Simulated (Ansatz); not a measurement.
**C3H11NSn: how energies converge with the basis set**

One table from this session's results is given with a row withheld; the runs are named, their logs left out.

Program: Ansatz 0.2.0, Gaussian basis. Level of theory: one geometry, several basis sets. These are calculated values, not measurements.

The runs, in order: PBE0-D4/def2-SVP; ωB97M-V/def2-SVP; PBE0-D4/def2-QZVPP; ωB97M-V/def2-QZVPP; the functionals' def2-TZVPP values are taken from earlier runs.

## The geometry

An earlier PBE0-D4 in a triple-zeta def2 set relaxation fixed the geometry. Sn takes the def2 core potential; no spin-orbit term is included.

SMILES `CC(C)[NH][SnH3]`, 16 atoms, charge 0, spin multiplicity 1.

Atoms are counted from 1 here; the program's logs count them from 0.

Bond lengths: C1–C2 1.525 Å, C1–H6 1.095 Å, C1–H7 1.093 Å, C1–H8 1.094 Å, C2–C3 1.521 Å, C2–N4 1.457 Å, C2–H9 1.098 Å, C3–H10 1.095 Å, C3–H11 1.093 Å, C3–H12 1.091 Å, N4–Sn5 2.026 Å, N4–H13 1.013 Å, Sn5–H14 1.706 Å, Sn5–H15 1.718 Å, Sn5–H16 1.705 Å. Angles: C2–C1–H6 110.2°, C2–C1–H7 111.3°, C2–C1–H8 111.6°, H6–C1–H7 107.8°, H6–C1–H8 107.9°, H7–C1–H8 107.9°, C1–C2–C3 110.8°, C1–C2–N4 114.0°, C1–C2–H9 108.0°, C3–C2–N4 109.3°, C3–C2–H9 107.7°, N4–C2–H9 106.7°, C2–C3–H10 110.2°, C2–C3–H11 111.4°, C2–C3–H12 110.5°, H10–C3–H11 107.7°, H10–C3–H12 108.0°, H11–C3–H12 108.9° and more.

Set-up of the first run:

in.yaml reads:

```yaml
crystal:
  periodic: [false, false, false]
  atoms:
    - {symbol: C, position_ang: [0.415055, 0.468665, -1.437688]}
    - {symbol: C, position_ang: [0.488093, -0.368993, -0.165559]}
    - {symbol: C, position_ang: [1.932142, -0.569329, 0.268357]}
    - {symbol: N, position_ang: [-0.278437, 0.174934, 0.947155]}
    - {symbol: Sn, position_ang: [-2.303313, 0.109934, 0.923426]}
    - {symbol: H, position_ang: [0.835023, 1.464080, -1.260019]}
    - {symbol: H, position_ang: [-0.618265, 0.597272, -1.770496]}
    - {symbol: H, position_ang: [0.977455, 0.008087, -2.254819]}
    - {symbol: H, position_ang: [0.065433, -1.358581, -0.386060]}
    - {symbol: H, position_ang: [2.392380, 0.394932, 0.509286]}
    - {symbol: H, position_ang: [2.525775, -1.031613, -0.524486]}
    - {symbol: H, position_ang: [1.980222, -1.198572, 1.158243]}
    - {symbol: H, position_ang: [0.088916, 1.077203, 1.226013]}
    - {symbol: H, position_ang: [-2.696592, -1.541570, 0.755356]}
    - {symbol: H, position_ang: [-3.018793, 0.996089, -0.363151]}
    - {symbol: H, position_ang: [-2.807995, 0.754866, 2.418643]}
basis:
  gaussian: {orbitals: def2-SVP}
hamiltonian: {xc: pbe0, dispersion: d4}
output: {orbitals: {seedname: orbitals}}
```

Started as:

```console
$ ansatz run in.yaml --threads 4 --pin off --events-out ev --progress --plain --max-ram 11315MiB
```

Steps of the session up to this table: PBE0-D4 in def2-SVP; ωB97M-V in def2-SVP; PBE0-D4 in def2-QZVPP; ωB97M-V in def2-QZVPP.

One of the session's tables, all rows but one given; the rest of the session is left out.

It belongs to the step «Density functionals: the series». 

| functional | basis | HOMO (eV) | LUMO (eV) |
| --- | --- | --- | --- |
| PBE0-D4 | def2-SVP | -6.32 | 0.42 |
| PBE0-D4 | def2-TZVPP | -6.47 | 0.03 |
| PBE0-D4 | def2-QZVPP | -6.50 | -0.09 |
| ωB97M-V | def2-SVP | -8.62 | 2.11 |
| ωB97M-V | def2-TZVPP | ? | ? |
| ωB97M-V | def2-QZVPP | -8.82 | 1.08 |

Q: Estimate the row for ωB97M-V, def2-TZVPP from the others.

The run gave: HOMO (eV): -8.79; LUMO (eV): 1.42. In the column «HOMO (eV)» it lies between ωB97M-V, def2-QZVPP (-8.82) and ωB97M-V, def2-SVP (-8.62).
